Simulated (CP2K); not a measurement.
# Sn3Se (Pm-3m) in CP2K: notebook

One crystal, Sn3Se, is run at these levels: LDA; tasks: single point, equation of state.

Everything below comes from runs of CP2K 2026.2. Logs are shortened: lines on timing, memory, paths and dates and some standing lists are left out, and cuts for length are marked.

## (1) Starting point

The structure is cubic, space group Pm-3m (No. 221). The conventional cell has a = 4.742 Å, b = 4.742 Å, c = 4.742 Å, α = 90.00°, β = 90.00°, γ = 90.00°. Sn (site symmetry 4/mmm) is surrounded by 8 Sn at 3.35 Å and 4 Se at 3.35 Å. Se (site symmetry m-3m) has 12 Sn at 3.35 Å as nearest neighbours.

The cell comes from a database or a generator and needn't be the stable form of this composition.

## (2) Single point, LDA, 26.66 Å³/atom

sn3se_eos.inp reads:

```
&GLOBAL
  PROJECT sn3se_eos
  RUN_TYPE ENERGY_FORCE
  PRINT_LEVEL LOW
&END GLOBAL
&FORCE_EVAL
  METHOD QS
  STRESS_TENSOR ANALYTICAL
  &DFT
    BASIS_SET_FILE_NAME BASIS_MOLOPT_UZH
    POTENTIAL_FILE_NAME GTH_POTENTIALS
    &MGRID
      CUTOFF 450
      REL_CUTOFF 60
      NGRIDS 4
    &END MGRID
    &QS
      METHOD GPW
      EPS_DEFAULT 1.0E-9
    &END QS
    &KPOINTS
      SCHEME MONKHORST-PACK 6 6 6
      GAMMA_CENTERED T
      SYMMETRY T
      SYMMETRY_BACKEND SPGLIB
    &END KPOINTS
    &SCF
      SCF_GUESS ATOMIC
      EPS_SCF 1.0E-6
      MAX_SCF 100
      ADDED_MOS 14
      CHOLESKY OFF
      EPS_EIGVAL 1.0E-7
      &DIAGONALIZATION ON
        ALGORITHM STANDARD
      &END DIAGONALIZATION
      &MIXING ON
        METHOD BROYDEN_MIXING
        ALPHA 0.4
        BETA 1.5
        NBUFFER 8
      &END MIXING
      &SMEAR ON
        METHOD FERMI_DIRAC
        ELECTRONIC_TEMPERATURE [K] 580.226
      &END SMEAR
    &END SCF
    &XC
      &XC_FUNCTIONAL
        &LDA_X
        &END LDA_X
        &LDA_C_PW
        &END LDA_C_PW
      &END XC_FUNCTIONAL
    &END XC
    &PRINT
      &KPOINTS ON
      &END KPOINTS
      &MULLIKEN ON
      &END MULLIKEN
      &MO ON
        ENERGIES T
        OCCUPATION_NUMBERS T
        &EACH
          QS_SCF 0
        &END EACH
        ADD_LAST NUMERIC
      &END MO
    &END PRINT
  &END DFT
  &SUBSYS
    &CELL
      A 4.7418790000 0.0000000000 0.0000000000
      B 0.0000000000 4.7418790000 0.0000000000
      C 0.0000000000 0.0000000000 4.7418790000
      PERIODIC XYZ
    &END CELL
    &COORD
      SCALED
      Sn  0.5000000000 0.5000000000 0.0000000000
      Sn  0.5000000000 0.0000000000 0.5000000000
      Sn  0.0000000000 0.5000000000 0.5000000000
      Se  0.0000000000 0.0000000000 0.0000000000
    &END COORD
    &KIND Sn
      BASIS_SET TZVP-MOLOPT-PBE-GTH-q4
      POTENTIAL GTH-PADE-q4
    &END KIND
    &KIND Se
      BASIS_SET TZVP-MOLOPT-PBE-GTH-q6
      POTENTIAL GTH-PADE-q6
    &END KIND
    &PRINT
      &ATOMIC_COORDINATES ON
      &END ATOMIC_COORDINATES
      &CELL ON
      &END CELL
    &END PRINT
  &END SUBSYS
  &PRINT
    &FORCES ON
    &END FORCES
    &STRESS_TENSOR ON
    &END STRESS_TENSOR
  &END PRINT
&END FORCE_EVAL
```

Potentials or basis: GTH_POTENTIALS Sn GTH-PADE-q4, Se GTH-PADE-q6; TZVP-MOLOPT-PBE-GTH basis.

Started as:

```console
$ OMP_NUM_THREADS=1 mpirun -n 3 cp2k.psmp -i sn3se_eos.inp -o sn3se_eos.out
```

sn3se_eos.out:

```text

 CP2K| version string:                                       CP2K version 2026.2
 CP2K| Input file name                                             sn3se_eos.inp

 GLOBAL| Force Environment number                                              1
 GLOBAL| Basis set file name                                    BASIS_MOLOPT_UZH
 GLOBAL| Potential file name                                      GTH_POTENTIALS
 GLOBAL| MM Potential file name                                     MM_POTENTIAL
 GLOBAL| Coordinate file name                                      __STD_INPUT__
 GLOBAL| Method name                                                        CP2K
 GLOBAL| Project name                                                  sn3se_eos
 GLOBAL| Run type                                                   ENERGY_FORCE
 GLOBAL| FFT library                                                       FFTW3
[... 6 lines left out ...]
 GLOBAL| Total number of message passing processes                             3
 GLOBAL| Number of threads for this process                                    1
 GLOBAL| CPU model name                                                  UNKNOWN

 CELL| Volume [angstrom^3]:                                           106.623124
 CELL| Vector a [angstrom]:       4.742     0.000     0.000   |a| =     4.741879
 CELL| Vector b [angstrom]:       0.000     4.742     0.000   |b| =     4.741879
 CELL| Vector c [angstrom]:       0.000     0.000     4.742   |c| =     4.741879
 CELL| Angle (b,c), alpha [degree]:                                    90.000000
 CELL| Angle (a,c), beta  [degree]:                                    90.000000
 CELL| Angle (a,b), gamma [degree]:                                    90.000000
 CELL| Numerically orthorhombic:                                             YES
 CELL| Periodicity                                                           XYZ

 CELL_REF| Volume [angstrom^3]:                                       106.623124
 CELL_REF| Vector a [angstrom     4.742     0.000     0.000   |a| =     4.741879
 CELL_REF| Vector b [angstrom     0.000     4.742     0.000   |b| =     4.741879
 CELL_REF| Vector c [angstrom     0.000     0.000     4.742   |c| =     4.741879
 CELL_REF| Angle (b,c), alpha [degree]:                                90.000000
 CELL_REF| Angle (a,c), beta  [degree]:                                90.000000
[... 13 lines left out ...]

  Total number of            - Atomic kinds:                                   2
                             - Atoms:                                          4
                             - Shell sets:                                     4
                             - Shells:                                        28
                             - Primitive Cartesian functions:                 16
                             - Cartesian basis functions:                     72
                             - Spherical basis functions:                     68

  Maximum angular momentum of- Orbital basis functions:                        2
                             - Local part of the GTH pseudopotential:          0
                             - Non-local part of the GTH pseudopotential:      4

 MODULE QUICKSTEP: ATOMIC COORDINATES IN ANGSTROM

[... 84 lines left out ...]
     7 Broy./Diag. 0.40E+00    1.0     0.00123211       -20.1694912416  5.51E-03
     8 Broy./Diag. 0.40E+00    1.1     0.00031675       -20.1718850762 -2.39E-03
     9 Broy./Diag. 0.40E+00    1.1     0.00006899       -20.1717938372  9.12E-05
    10 Broy./Diag. 0.40E+00    1.0     0.00015196       -20.1722231012 -4.29E-04
    11 Broy./Diag. 0.40E+00    1.0     0.00000763       -20.1721256475  9.75E-05
    12 Broy./Diag. 0.40E+00    1.1     0.00000484       -20.1721365758 -1.09E-05
    13 Broy./Diag. 0.40E+00    1.0     0.00000118       -20.1721412751 -4.70E-06
    14 Broy./Diag. 0.40E+00    1.0     0.00000030       -20.1721442794 -3.00E-06

  *** SCF run converged in    14 steps ***

  Electronic density on regular grids:        -17.9999999993        0.0000000007
  Core density on regular grids:               17.9999999356       -0.0000000644
  Total charge density on r-space grids:       -0.0000000638
  Total charge density g-space grids:          -0.0000000638

  Overlap energy of the core charge distribution:               0.00000000000401
  Self energy of the core charge distribution:                -42.29364792565096
  Core Hamiltonian energy:                                      8.89821387282313
  Hartree energy:                                              18.30476838909698
  Exchange-correlation energy:                                 -5.08075080880734
  Electronic entropic energy:                                  -0.00072780716914
  Fermi energy:                                                 0.17776994547168

  Total energy:                                               -20.17214427942850
  Total energy (extrapolated to T->0):                        -20.17178037584393

 MO| EIGENVALUES AND OCCUPATION NUMBERS FOR K POINT 1
 MO|
 MO|  Index      Eigenvalue [a.u.]        Eigenvalue [eV]             Occupation
 MO|      1              -0.298927              -8.134211               2.000000
 MO|      2              -0.135221              -3.679558               2.000000
 MO|      3              -0.079320              -2.158419               2.000000
 MO|      4              -0.079320              -2.158418               2.000000
 MO|      5               0.023121               0.629158               2.000000
 MO|      6               0.023121               0.629158               2.000000
[... 392 lines left out ...]
 MO|     22               0.473574              12.886594               0.000000
 MO|     23               0.623753              16.973187               0.000000
 MO| Sum:                                                              19.973766
 MO| E(Fermi):            0.177770 a.u.          4.837366 eV

 [... the levels of further k-points ...]

 !-----------------------------------------------------------------------------!
                     Mulliken Population Analysis

 #  Atom  Element  Kind  Atomic population                           Net charge
       1     Sn       1          3.941862                              0.058138
       2     Sn       1          3.941862                              0.058138
       3     Sn       1          3.941862                              0.058138
       4     Se       2          6.174414                             -0.174414
 # Total charge                             18.000000                  0.000000

 !-----------------------------------------------------------------------------!

 ENERGY| Total FORCE_EVAL ( QS ) energy [hartree]            -20.172145092237830

 FORCES| Atomic forces [hartree/bohr]
 FORCES|   Atom     x               y               z               |f|
 FORCES|      1 -7.08834840E-11 -7.03373682E-11 -3.52696524E-11   1.05904495E-10
 FORCES|      2 -7.12662756E-11 -3.69566513E-11 -7.16625988E-11   1.07611357E-10
 FORCES|      3 -3.61687024E-11 -7.00684587E-11 -7.15630393E-11   1.06484893E-10
 FORCES|      4  1.22111743E-10  1.21153239E-10  1.22290500E-10   2.11055328E-10
 FORCES| Sum    -5.62067192E-11 -5.62092388E-11 -5.62047903E-11
 FORCES| Total atomic force                                       9.73532345E-11

 STRESS| Analytical stress tensor [bar]
 STRESS|                        x                   y                   z
 STRESS|      x       -3.39047472908E+04  -2.73803587324E-05  -2.72921580404E-05
 STRESS|      y       -2.73803587324E-05  -3.39050278285E+04  -2.78757678854E-05
 STRESS|      z       -2.72921580404E-05  -2.78757678854E-05  -3.39047410012E+04
 STRESS| 1/3 Trace                                            -3.39048387068E+04
 STRESS| Determinant                                          -3.89749034511E+13

 STRESS| Eigenvectors and eigenvalues of the analytical stress tensor [bar]
 STRESS|                        1                   2                   3
 STRESS| Eigenvalues  -3.39050278285E+04  -3.39047472909E+04  -3.39047410011E+04
 STRESS|      x           0.000097177868      0.999990582838     -0.004338754543
 STRESS|      y           0.999999990555     -0.000097598654     -0.000096771489
 STRESS|      z           0.000097194034      0.004338745098      0.999990582878
```

Wall time 18 s (3 MPI ranks of Arm Neoverse N1, shared host).

What came out:

| Item | Value |
| --- | --- |
| Free energy | -548.9120 eV |
| Pressure | -3.4 GPa |
| Band gap on the k mesh | none (metal or under the smearing width) |
| Mulliken charges | Sn +0.06; Se -0.17 e |

Caveat: Mulliken charges move with the basis; the basis of atomic orbitals isn't converged, which shifts pressures, moduli and gaps.

## (3) Single point, LDA, 26.12 Å³/atom (volume scaled by 0.98)

Edit sn3se_eos.inp of step 2 so:

```diff
@@ -11,2 +11,3 @@
     POTENTIAL_FILE_NAME GTH_POTENTIALS
+    WFN_RESTART_FILE_NAME previous-RESTART.kp
     &MGRID
@@ -27,3 +28,3 @@
     &SCF
-      SCF_GUESS ATOMIC
+      SCF_GUESS RESTART
       EPS_SCF 1.0E-6
@@ -72,5 +73,5 @@
     &CELL
-      A 4.7418790000 0.0000000000 0.0000000000
-      B 0.0000000000 4.7418790000 0.0000000000
-      C 0.0000000000 0.0000000000 4.7418790000
+      A 4.7100533498 0.0000000000 0.0000000000
+      B 0.0000000000 4.7100533498 0.0000000000
+      C 0.0000000000 0.0000000000 4.7100533498
       PERIODIC XYZ
```

Potentials or basis: GTH_POTENTIALS Sn GTH-PADE-q4, Se GTH-PADE-q6; TZVP-MOLOPT-PBE-GTH basis.

Started as:

```console
$ OMP_NUM_THREADS=1 mpirun -n 3 cp2k.psmp -i sn3se_eos.inp -o sn3se_eos.out
```

It took 14 s on 3 MPI ranks of Arm Neoverse N1, shared host.

Results (log left out):

| Quantity | Value |
| --- | --- |
| Free energy | -548.9515 eV |
| Pressure | -2.5 GPa |
| Band gap on the k mesh | none (metal or under the smearing width) |
| Mulliken charges | Sn +0.05; Se -0.15 e |

Caveat: Mulliken charges move with the basis; the basis of atomic orbitals isn't converged, which shifts pressures, moduli and gaps.

## (4) Single point, LDA, 27.19 Å³/atom (volume scaled by 1.02)

Edit sn3se_eos.inp of step 3 so:

```diff
@@ -73,5 +73,5 @@
     &CELL
-      A 4.7100533498 0.0000000000 0.0000000000
-      B 0.0000000000 4.7100533498 0.0000000000
-      C 0.0000000000 0.0000000000 4.7100533498
+      A 4.7732830874 0.0000000000 0.0000000000
+      B 0.0000000000 4.7732830874 0.0000000000
+      C 0.0000000000 0.0000000000 4.7732830874
       PERIODIC XYZ
```

Started as:

```console
$ OMP_NUM_THREADS=1 mpirun -n 3 cp2k.psmp -i sn3se_eos.inp -o sn3se_eos.out
```

It took 27 s on 3 MPI ranks of Arm Neoverse N1, shared host.

It converged, with:

```
Free energy            : -548.8615 eV
Pressure               : -4.2 GPa
Band gap on the k mesh : none (metal or under the smearing width)
Mulliken charges       : Sn +0.06; Se -0.19 e
```

Caveat: Mulliken charges move with the basis; the basis of atomic orbitals isn't converged, which shifts pressures, moduli and gaps.

## (5) Single point, LDA, 25.59 Å³/atom (volume scaled by 0.96)

Edit sn3se_eos.inp of step 4 so:

```diff
@@ -73,5 +73,5 @@
     &CELL
-      A 4.7732830874 0.0000000000 0.0000000000
-      B 0.0000000000 4.7732830874 0.0000000000
-      C 0.0000000000 0.0000000000 4.7732830874
+      A 4.6777916979 0.0000000000 0.0000000000
+      B 0.0000000000 4.6777916979 0.0000000000
+      C 0.0000000000 0.0000000000 4.6777916979
       PERIODIC XYZ
```

Started as:

```console
$ OMP_NUM_THREADS=1 mpirun -n 3 cp2k.psmp -i sn3se_eos.inp -o sn3se_eos.out
```

It took 26 s on 3 MPI ranks of Arm Neoverse N1, shared host.

The run converged. Its results:

| Property | Result |
| --- | --- |
| Free energy | -548.9788 eV |
| Pressure | -1.6 GPa |
| Band gap on the k mesh | none (metal or under the smearing width) |
| Mulliken charges | Sn +0.04; Se -0.13 e |

Caveat: Mulliken charges move with the basis; the basis of atomic orbitals isn't converged, which shifts pressures, moduli and gaps.

## (6) Single point, LDA, 27.72 Å³/atom (volume scaled by 1.04)

Edit sn3se_eos.inp of step 5 so:

```diff
@@ -73,5 +73,5 @@
     &CELL
-      A 4.6777916979 0.0000000000 0.0000000000
-      B 0.0000000000 4.6777916979 0.0000000000
-      C 0.0000000000 0.0000000000 4.6777916979
+      A 4.8042793006 0.0000000000 0.0000000000
+      B 0.0000000000 4.8042793006 0.0000000000
+      C 0.0000000000 0.0000000000 4.8042793006
       PERIODIC XYZ
```

Potentials or basis: GTH_POTENTIALS Sn GTH-PADE-q4, Se GTH-PADE-q6; TZVP-MOLOPT-PBE-GTH basis.

Started as:

```console
$ OMP_NUM_THREADS=1 mpirun -n 3 cp2k.psmp -i sn3se_eos.inp -o sn3se_eos.out
```

Wall time 14 s (3 MPI ranks of Arm Neoverse N1, shared host).

It converged, with:

- Free energy: -548.8015 eV
- Pressure: -4.8 GPa
- Band gap on the k mesh: none (metal or under the smearing width)
- Mulliken charges: Sn +0.07; Se -0.21 e

Caveat: Mulliken charges move with the basis; the basis of atomic orbitals isn't converged, which shifts pressures, moduli and gaps.

## (7) Single point, LDA, 25.06 Å³/atom (volume scaled by 0.94)

Edit sn3se_eos.inp of step 6 so:

```diff
@@ -73,5 +73,5 @@
     &CELL
-      A 4.8042793006 0.0000000000 0.0000000000
-      B 0.0000000000 4.8042793006 0.0000000000
-      C 0.0000000000 0.0000000000 4.8042793006
+      A 4.6450787976 0.0000000000 0.0000000000
+      B 0.0000000000 4.6450787976 0.0000000000
+      C 0.0000000000 0.0000000000 4.6450787976
       PERIODIC XYZ
```

Started as:

```console
$ OMP_NUM_THREADS=1 mpirun -n 3 cp2k.psmp -i sn3se_eos.inp -o sn3se_eos.out
```

Wall time 28 s (3 MPI ranks of Arm Neoverse N1, shared host).

Results (log left out):

* Free energy: -548.9928 eV
* Pressure: -0.5 GPa
* Band gap on the k mesh: none (metal or under the smearing width)
* Mulliken charges: Sn +0.04; Se -0.11 e

Caveat: Mulliken charges move with the basis; the basis of atomic orbitals isn't converged, which shifts pressures, moduli and gaps.

## (8) Single point, LDA, 28.26 Å³/atom (volume scaled by 1.06)

Edit sn3se_eos.inp of step 7 so:

```diff
@@ -73,5 +73,5 @@
     &CELL
-      A 4.6450787976 0.0000000000 0.0000000000
-      B 0.0000000000 4.6450787976 0.0000000000
-      C 0.0000000000 0.0000000000 4.6450787976
+      A 4.8348806308 0.0000000000 0.0000000000
+      B 0.0000000000 4.8348806308 0.0000000000
+      C 0.0000000000 0.0000000000 4.8348806308
       PERIODIC XYZ
```

Started as:

```console
$ OMP_NUM_THREADS=1 mpirun -n 3 cp2k.psmp -i sn3se_eos.inp -o sn3se_eos.out
```

Run time: 15 s. Hardware: 3 MPI ranks of Arm Neoverse N1, shared host.

It converged, with:

| Property | Result |
| --- | --- |
| Free energy | -548.7328 eV |
| Pressure | -5.5 GPa |
| Band gap on the k mesh | none (metal or under the smearing width) |
| Mulliken charges | Sn +0.08; Se -0.23 e |

Caveat: Mulliken charges move with the basis; the basis of atomic orbitals isn't converged, which shifts pressures, moduli and gaps.

## (9) Equation of state, LDA

Potentials or basis: GTH_POTENTIALS Sn GTH-PADE-q4, Se GTH-PADE-q6; TZVP-MOLOPT-PBE-GTH basis.

This step only gathers the single runs of the series.

Results:

- Equilibrium volume: 24.83 Å³/atom (rough: see the caveat)
- Bulk modulus: 56 GPa (rough)

Energy against volume, from the lowest point:
```
volume (Å³/atom)  energy (meV/atom)
          25.056               0.00
          25.590               3.48
          26.123              10.32
          26.656              20.20
          27.189              32.82
          27.722              47.82
          28.255              64.98
```

Caveat: the minimum lies outside the volumes run; the basis of atomic orbitals isn't converged, which shifts pressures, moduli and gaps.
